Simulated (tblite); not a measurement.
# BSiNH4S (SMILES NB1[SiH2]S1) at 3 levels

Wanted: a comparison of 3 runs (GFN1-xTB, IPEA1-xTB, GFN2-xTB) of BSiNH4S. 

The results are computed with tblite 0.8.0.

29 further runs of the same task are left out: 29 set aside as unsound or not needed.

## Step 1: The system as given

The species is BSiNH4S (8 atoms), meant as a singlet with charge 0. SMILES: `NB1[SiH2]S1`. The N1–H5 distance was set to 1.310 Å, away from the relaxed value.

Bond lengths: N1–B2 1.381 Å, B2–Si3 1.904 Å, B2–S4 1.796 Å, Si3–S4 2.227 Å, N1–H6 1.006 Å, Si3–H7 1.460 Å, Si3–H8 1.460 Å. Some angles: N1–B2–Si3 153.3°, N1–B2–S4 132.7°, Si3–B2–S4 73.9°, B2–Si3–S4 50.8°, B2–S4–Si3 55.3°, B2–N1–H6 124.7°, B2–Si3–H7 125.0°, B2–Si3–H8 124.9°, S4–Si3–H7 108.7°, S4–Si3–H8 108.4°. A long bond or contact: N1–H5 1.310 Å.

## Step 2: Energy and gradient at GFN1-xTB (run 1)

job.py

```python
"""GFN1-xTB energy and gradient with ASE"""
import json
import numpy as np
from ase import Atoms
from tblite.ase import TBLite
from ase.units import Hartree
from ase.units import Debye

molecule = Atoms(
    symbols=["N", "B", "Si", "S", "H", "H", "H", "H"],
    positions=[
        [-0.491582, 1.466901, -0.036546],
        [-0.047322, 0.160901, 0.018794],
        [0.780598, -1.319389, 0.884364],
        [-0.081702, -1.189639, -1.164796],
        [-1.076710, 1.967450, -1.096470],
        [-0.401322, 2.134241, 0.710604],
        [2.194078, -1.668649, 0.776814],
        [0.069238, -2.360449, 1.619534],
    ],
)
start = molecule.get_positions()

molecule.calc = TBLite(method="GFN1-xTB", charge=0, accuracy=0.1, verbosity=0)
print(f"E: {molecule.get_potential_energy() / Hartree:.6f} Eh")
print(f"Dipole: {np.linalg.norm(molecule.get_dipole_moment()) / Debye:.4f} D")
for a, q in zip(molecule, molecule.get_charges()):
    print(f"{a.symbol}{a.index + 1} {q:+.4f}")
print("Forces (eV/angstrom):")
for a, F in zip(molecule, molecule.get_forces()):
    print(f"{a.symbol:<2} {F[0]:11.6f} {F[1]:11.6f} {F[2]:11.6f}")
json.dump(dict(energy=molecule.get_potential_energy(), forces=molecule.get_forces().tolist(), dipole=molecule.get_dipole_moment().tolist(), charges=molecule.get_charges().tolist(),
               symbols=molecule.get_chemical_symbols(), start=start.tolist(), final=molecule.positions.tolist()), open("results.json", "w"))
```

On the command line:

```
$ python job.py
```

The program printed:

```text
E: -12.331387 Eh
Dipole: 3.5757 D
N1 -0.4331
B2 +0.2433
Si3 +0.1449
S4 -0.2148
H5 +0.1724
H6 +0.2114
H7 -0.0621
H8 -0.0621
Forces (eV/angstrom):
N    -2.410839    2.300686   -4.179073
B     0.032756    1.013136    0.893845
Si   -0.304989   -0.705192   -1.337125
S     0.428676   -0.975859    0.275927
H     2.368718   -1.949350    4.347936
H    -0.111897    0.015708   -0.252667
H    -0.161822    0.100139    0.184625
H     0.159397    0.200733    0.066532
```

Wall time 0.22 s (1 thread of Intel Xeon at 2.70GHz, shared host).

## Step 3: Energy and gradient at IPEA1-xTB (run 2)

script.py

```python
import json
import numpy as np
from ase import Atom, Atoms
from tblite.ase import TBLite
from ase.units import kcal, mol as mol_
from ase.units import Debye

mol = Atoms([
    Atom("N", (-0.491582, 1.466901, -0.036546)),
    Atom("B", (-0.047322, 0.160901, 0.018794)),
    Atom("Si", (0.780598, -1.319389, 0.884364)),
    Atom("S", (-0.081702, -1.189639, -1.164796)),
    Atom("H", (-1.076710, 1.967450, -1.096470)),
    Atom("H", (-0.401322, 2.134241, 0.710604)),
    Atom("H", (2.194078, -1.668649, 0.776814)),
    Atom("H", (0.069238, -2.360449, 1.619534)),
])
start = mol.get_positions()

mol.calc = TBLite(method="IPEA1-xTB", accuracy=0.1, spin_polarization=1.0, verbosity=0)
print(f"Energy: {mol.get_potential_energy() / (kcal / mol_):.6f} kcal/mol")
print(f"Dipole: {np.linalg.norm(mol.get_dipole_moment()) / Debye:.4f} D")
for a, q in zip(mol, mol.get_charges()):
    print(f"{a.symbol}{a.index + 1} {q:+.4f}")
print("Forces (eV/angstrom):")
for a, F in zip(mol, mol.get_forces()):
    print(f"{a.symbol:<2} {F[0]:11.6f} {F[1]:11.6f} {F[2]:11.6f}")
json.dump(dict(energy=mol.get_potential_energy(), forces=mol.get_forces().tolist(), dipole=mol.get_dipole_moment().tolist(), charges=mol.get_charges().tolist(),
               symbols=mol.get_chemical_symbols(), start=start.tolist(), final=mol.positions.tolist()), open("results.json", "w"))
```

On the command line:

```
$ python script.py
```

The program printed:

```text
Energy: -8345.957273 kcal/mol
Dipole: 3.7418 D
N1 -0.2732
B2 -0.0331
Si3 +0.1600
S4 -0.1733
H5 +0.1957
H6 +0.1907
H7 -0.0333
H8 -0.0334
Forces (eV/angstrom):
N    -2.809314    1.650497   -5.707263
B    -0.261165    1.744994    0.756231
Si    0.239356   -1.559036   -0.675514
S     0.302948   -0.883813    0.041114
H     3.040025   -2.368991    5.686385
H    -0.285012    0.737056   -0.102132
H    -0.674823    0.159520    0.218573
H     0.447984    0.519773   -0.217394
```

It took 0.25 s on 1 thread of Intel Xeon at 2.70GHz, shared host.

## Step 4: Energy and gradient at GFN2-xTB (run 3)

job.py

```python
import json
import numpy as np
from tblite.interface import Calculator

symbols = ["N", "B", "Si", "S", "H", "H", "H", "H"]
numbers = np.array([7, 5, 14, 16, 1, 1, 1, 1])
positions = np.array([  # bohr
    [-0.928955, 2.772041, -0.069062],
    [-0.089426, 0.304059, 0.035516],
    [1.475116, -2.493284, 1.671206],
    [-0.154394, -2.248092, -2.201145],
    [-2.034687, 3.717942, -2.072028],
    [-0.758389, 4.033131, 1.342847],
    [4.146207, -3.153290, 1.467966],
    [0.130841, -4.460602, 3.060476],
])

tb = Calculator("GFN2-xTB", numbers, positions, charge=0, uhf=0)
tb.set("verbosity", 0)
tb.set("accuracy", 0.1)
wfn = tb.singlepoint()

print(f"Energy: {wfn.get('energy'):.8f} Eh")
eps = np.atleast_2d(wfn.get("orbital-energies")) * 27.211386
occ = np.atleast_2d(wfn.get("orbital-occupations"))
filled = occ.sum(axis=0) if eps.shape[0] == 1 else occ[0]
homo = np.nonzero(filled > 0.5)[0].max()
print("  MO   occupation   energy/eV")
for i in range(max(0, homo - 4), min(eps.shape[1], homo + 5)):
    print(f"{i + 1:4d} {filled[i]:10.4f} {eps[0, i]:12.4f}")
mu = wfn.get("dipole") * 2.541746
print(f"dipole: {np.linalg.norm(mu):.4f} D, components " + " ".join(f"{c:.4f}" for c in mu))
q = wfn.get("charges")
g = wfn.get("gradient")
print("atom     charge      dE/dx        dE/dy        dE/dz   (Eh/bohr)")
for i, s in enumerate(symbols):
    print(f"{s:<2}{i + 1:<3} {q[i]:9.4f} {g[i, 0]:12.7f} {g[i, 1]:12.7f} {g[i, 2]:12.7f}")
print(f"gradient norm {np.linalg.norm(g):.6f} Eh/bohr")
out = {k: np.asarray(wfn.get(k)).tolist() for k in ("energy", "gradient", "charges", "dipole", "orbital-energies", "orbital-occupations")}
out.update(symbols=symbols, positions=(positions * 0.529177210903).tolist())
json.dump(out, open("results.json", "w"))
```

On the command line:

```
$ python job.py
```

The program printed:

```text
Energy: -11.15769026 Eh
  MO   occupation   energy/eV
   7     2.0000     -11.9569
   8     2.0000     -11.7127
   9     2.0000     -10.4774
  10     2.0000      -9.7069
  11     2.0000      -9.5735
  12     0.0000      -6.0800
  13     0.0000      -5.9595
  14     0.0000      -4.9202
  15     0.0000      -3.9445
dipole: 4.7353 D, components 0.3046 3.2860 3.3959
atom     charge      dE/dx        dE/dy        dE/dz   (Eh/bohr)
N 1     -0.2912    0.0305780   -0.0194410    0.0610301
B 2      0.2345    0.0058469   -0.0115591    0.0054581
Si3      0.4027    0.0001979    0.0012188    0.0015371
S 4     -0.4584   -0.0007831    0.0013040   -0.0008800
H 5      0.1348   -0.0392763    0.0324335   -0.0720172
H 6      0.1585    0.0034470   -0.0033336    0.0056491
H 7     -0.0905   -0.0000136   -0.0003568   -0.0003030
H 8     -0.0904    0.0000032   -0.0002658   -0.0004742
gradient norm 0.114362 Eh/bohr
```

It took 0.18 s on 1 thread of Intel Xeon at 2.70GHz, shared host.

## Step 5: Overview of the runs

| run | level | spin polarization | energy (Eh) | dipole moment (D) | largest force (eV/Å) | wall time |
| --- | --- | --- | --- | --- | --- | --- |
| 1 | GFN1-xTB | – | -12.331386 | 3.58 | 5.345 | 0.22 s |
| 2 | IPEA1-xTB | 1 | -13.300129 | 3.74 | 6.869 | 0.25 s |
| 3 | GFN2-xTB | – | -11.157690 | 4.74 | 4.536 | 0.18 s |

## Step 6: Results

| quantity | value |
| --- | --- |
| run 3: total energy | -11.15769 Eh |
| run 3: dipole moment | 4.74 D |
| run 3: HOMO energy | -9.57 eV |
| run 3: LUMO energy | -6.08 eV |
| run 3: HOMO–LUMO gap | 3.49 eV |
| run 3: largest force on an atom | 4.536 eV/Å |

In words: The dipole moment (its size) runs from 3.58 D (GFN1-xTB) to 4.74 D (GFN2-xTB). Force-field and semi-empirical energies have zeros of their own, so their totals don't compare. All runs together took 0.65 s, the longest 0.25 s.
